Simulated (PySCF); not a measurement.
**SnSe⁺ under other conditions**

How does SnSe⁺ answer to another spin, charge, distance or environment?

Computed with PySCF 2.14.0. Level: method and basis as typed in the scripts.

9 further runs of the same task are left out: 2 for a known fault of the program, 7 that didn't finish.

## (1) Starting geometry

SnSe⁺: 2 atoms, charge 1, spin multiplicity 2.

Bond lengths: Sn1–Se2 2.565 Å.

## (2) Base script

input.py reads:

```python
from pyscf import gto, scf, mp

mol = gto.M(
    atom='Sn 0 0 0; Se 0 0 2.565',
    basis='lanl2dz',
    ecp={'Sn': 'lanl2dz', 'Se': 'lanl2dz'},
    charge=1,
    spin=1,
    symmetry=True,
    verbose=4,
)
mf = scf.UHF(mol)
mf.kernel()
mp.MP2(mf).kernel()
mf.dip_moment()
print('orbital energies (hartree):', [e[max(0, n-3):n+3].round(4) for e, n in zip(mf.mo_energy, mol.nelec)])
```

Run with:

```sh
$ OMP_NUM_THREADS=1 python input.py
```

The log of this run is left out.

It gives: E(SCF) = -11.980459 Eh, E(MP2) − E(SCF) = -0.06351 Eh, ⟨S²⟩ = 1.004.

The bond length is a typed value, not an optimised one. The dipole of an ion depends on the origin.

## (3) Bond 2.257 Å

Edit 1 changes bond length: 2.565 Å → 2.257 Å.

input.py reads:

```python
from pyscf import gto, scf, mp

mol = gto.M(
    atom='Sn 0 0 0; Se 0 0 2.257',
    basis='lanl2dz',
    ecp={'Sn': 'lanl2dz', 'Se': 'lanl2dz'},
    charge=1,
    spin=1,
    symmetry=True,
    verbose=4,
)
mf = scf.UHF(mol)
mf.kernel()
mp.MP2(mf).kernel()
mf.dip_moment()
print('orbital energies (hartree):', [e[max(0, n-3):n+3].round(4) for e, n in zip(mf.mo_energy, mol.nelec)])
```

Run with:

```sh
$ OMP_NUM_THREADS=1 python input.py
```

## (4) Electric field 0.005 a.u.

Edit 2 changes electric field: none → 0.005 a.u.; point-group symmetry: on → off.

input.py, as its differences from that of step 2:

```diff
@@ -8,3 +8,2 @@
     spin=1,
-    symmetry=True,
     verbose=4,
@@ -12,2 +11,7 @@
 mf = scf.UHF(mol)
+field = 0.005  # electric field along z, atomic units
+h = mf.get_hcore() + field*mol.intor('int1e_r')[2]
+mf.get_hcore = lambda *args: h
+e_nuc = mol.energy_nuc() - field*mol.atom_charges() @ mol.atom_coords()[:, 2]
+mf.energy_nuc = lambda *args: e_nuc
 mf.kernel()
```

## (5) Electric field 0.05 a.u.

Edit 3 changes electric field: none → 0.05 a.u.; point-group symmetry: on → off.

input.py, as its differences from that of step 2:

```diff
@@ -8,3 +8,2 @@
     spin=1,
-    symmetry=True,
     verbose=4,
@@ -12,2 +11,7 @@
 mf = scf.UHF(mol)
+field = 0.05  # electric field along z, atomic units
+h = mf.get_hcore() + field*mol.intor('int1e_r')[2]
+mf.get_hcore = lambda *args: h
+e_nuc = mol.energy_nuc() - field*mol.atom_charges() @ mol.atom_coords()[:, 2]
+mf.energy_nuc = lambda *args: e_nuc
 mf.kernel()
```

**Question.** What will these runs give? Wanted: for each run, E(SCF); from base; gap, α spin; after the SCF.

The runs gave:

```csv
run,E(SCF) (hartree),from base (eV),cycles,"gap, α spin (eV)",after the SCF
base,-11.980459,0,19,9.86,MP2 correlation -1.728 eV
bond 2.257 Å,-11.974081,+0.1735,13,10.13,MP2 correlation -1.844 eV
electric field 0.005 a.u.,-12.018331,not comparable,15,9.12,MP2 correlation -1.483 eV
electric field 0.05 a.u.,-12.083585,not comparable,16,7.18,MP2 correlation -3.206 eV
```

What this shows: Total energies from different bases, Hamiltonians or methods carry different errors, so properties are taken as differences within one set-up.
